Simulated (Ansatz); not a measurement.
# C₂H₉NOSi: one species, many methods

An exercise on one series of results from a longer session: the logs are not shown, and one member is left open.

Program: Ansatz 0.2.0, Gaussian basis. Level of theory: functionals in def2-TZVPP, the program's frozen cores in correlated methods. These are calculated values, not measurements.

Plan: PBE-D4, r2SCAN-D4, PBE0-D4, B3LYP-D4, ωB97X-V, ωB97M-V, B2PLYP; CCSD(T)/def2-TZVPP; MP2/def2-QZVPP; extrapolation to the limit.

## The geometry

All runs share one geometry, relaxed beforehand with PBE0-D4 in a triple-zeta def2 set.

14 atoms, charge 0, spin multiplicity 1.

Atoms are counted from 1 here; the program's logs count them from 0.

Bond lengths: C1–C2 1.511 Å, C1–H6 1.090 Å, C1–H7 1.093 Å, C1–H8 1.091 Å, C2–O3 1.418 Å, C2–N4 1.435 Å, C2–H9 1.101 Å, O3–H10 0.961 Å, N4–Si5 1.718 Å, N4–H11 1.009 Å, Si5–H12 1.487 Å, Si5–H13 1.495 Å, Si5–H14 1.484 Å. Angles: C2–C1–H6 110.2°, C2–C1–H7 109.6°, C2–C1–H8 110.4°, H6–C1–H7 108.9°, H6–C1–H8 109.4°, H7–C1–H8 108.2°, C1–C2–O3 106.2°, C1–C2–N4 112.1°, C1–C2–H9 109.4°, O3–C2–N4 113.0°, O3–C2–H9 109.4°, N4–C2–H9 106.8°, C2–O3–H10 107.9°, C2–N4–Si5 124.9°, C2–N4–H11 113.3°, Si5–N4–H11 119.3°, N4–Si5–H12 109.5°, N4–Si5–H13 114.3° and more.

Geometry (Å):

```
C    -1.8693    0.4829    0.4028
C    -0.3631    0.5627    0.3127
O     0.0847    1.0163    1.5793
N     0.2217   -0.6898   -0.0731
Si    1.6259   -0.8606   -1.0488
H    -2.2905    0.2008   -0.5623
H    -2.1538   -0.2659    1.1469
H    -2.2834    1.4434    0.7116
H    -0.0816    1.2955   -0.4591
H     1.0460    1.0087    1.5724
H    -0.0783   -1.4642    0.5004
H     1.4399   -0.1137   -2.3214
H     2.8786   -0.3351   -0.4236
H     1.8099   -2.3103   -1.3091
```

The first run:

in.yaml

```yaml
crystal:
  periodic: [false, false, false]
  atoms:
    - {symbol: C, position_ang: [-1.869253, 0.482947, 0.402797]}
    - {symbol: C, position_ang: [-0.363057, 0.562731, 0.312717]}
    - {symbol: O, position_ang: [0.084716, 1.016347, 1.579275]}
    - {symbol: N, position_ang: [0.221715, -0.689796, -0.073108]}
    - {symbol: Si, position_ang: [1.625908, -0.860585, -1.048832]}
    - {symbol: H, position_ang: [-2.290486, 0.200798, -0.562313]}
    - {symbol: H, position_ang: [-2.153828, -0.265864, 1.146896]}
    - {symbol: H, position_ang: [-2.283354, 1.443370, 0.711567]}
    - {symbol: H, position_ang: [-0.081599, 1.295466, -0.459088]}
    - {symbol: H, position_ang: [1.046014, 1.008671, 1.572426]}
    - {symbol: H, position_ang: [-0.078329, -1.464241, 0.500363]}
    - {symbol: H, position_ang: [1.439930, -0.113674, -2.321379]}
    - {symbol: H, position_ang: [2.878585, -0.335080, -0.423587]}
    - {symbol: H, position_ang: [1.809938, -2.310292, -1.309132]}
basis:
  gaussian: {orbitals: def2-TZVPP}
hamiltonian: {xc: pbe, dispersion: d4}
output: {forces: true, orbitals: {seedname: orbitals}}
```

On the command line:

```
ansatz run in.yaml --threads 4 --pin off --events-out ev --progress --plain --max-ram 10444MiB
```

Steps of the session up to this table: PBE-D4 (GGA); r2SCAN-D4 (meta-GGA); PBE0-D4 (hybrid); B3LYP-D4 (hybrid); ωB97X-V (range-separated); ωB97M-V (range-separated); B2PLYP (double hybrid); CCSD(T) in def2-TZVPP; MP2 in def2-QZVPP.

One of the session's tables, all rows but one given; the rest of the session is left out.

```
            method  atomisation energy (kJ/mol)
            PBE-D4                       5115.7
         r2SCAN-D4                       5037.7
           PBE0-D4                       5036.2
          B3LYP-D4                       5052.4
           ωB97X-V                            ?
           ωB97M-V                       5064.6
            B2PLYP                       4991.9
     HF/def2-TZVPP                       3636.4
    MP2/def2-TZVPP                       4964.7
   CCSD/def2-TZVPP                       4852.6
CCSD(T)/def2-TZVPP                       4917.8
           MP2/CBS                       5100.0
       CCSD(T)/CBS                       5053.1
```

Q: Estimate the row for ωB97X-V from the others.

The run gave: atomisation energy (kJ/mol): 5068.4. In the column «atomisation energy (kJ/mol)» it lies between ωB97M-V (5064.6) and MP2/CBS (5100.0).

Among the levels timed on like hardware and quicker than the yardstick, those that no quicker one beats, quickest first: PBE-D4 (3.1 s, +62.6 kJ/mol); PBE0-D4 (3.5 s, -16.9 kJ/mol); B3LYP-D4 (6 s, -0.6 kJ/mol).

B2PLYP carry no dispersion term (for B3LYP, D4 adds 42.2 kJ/mol).

To keep in mind: Free atoms (2 C, 1 O, 1 N, 1 Si, 9 H) were run apart at each level; the atomisation energy is their sum less the molecule, without zero-point or spin-orbit terms.
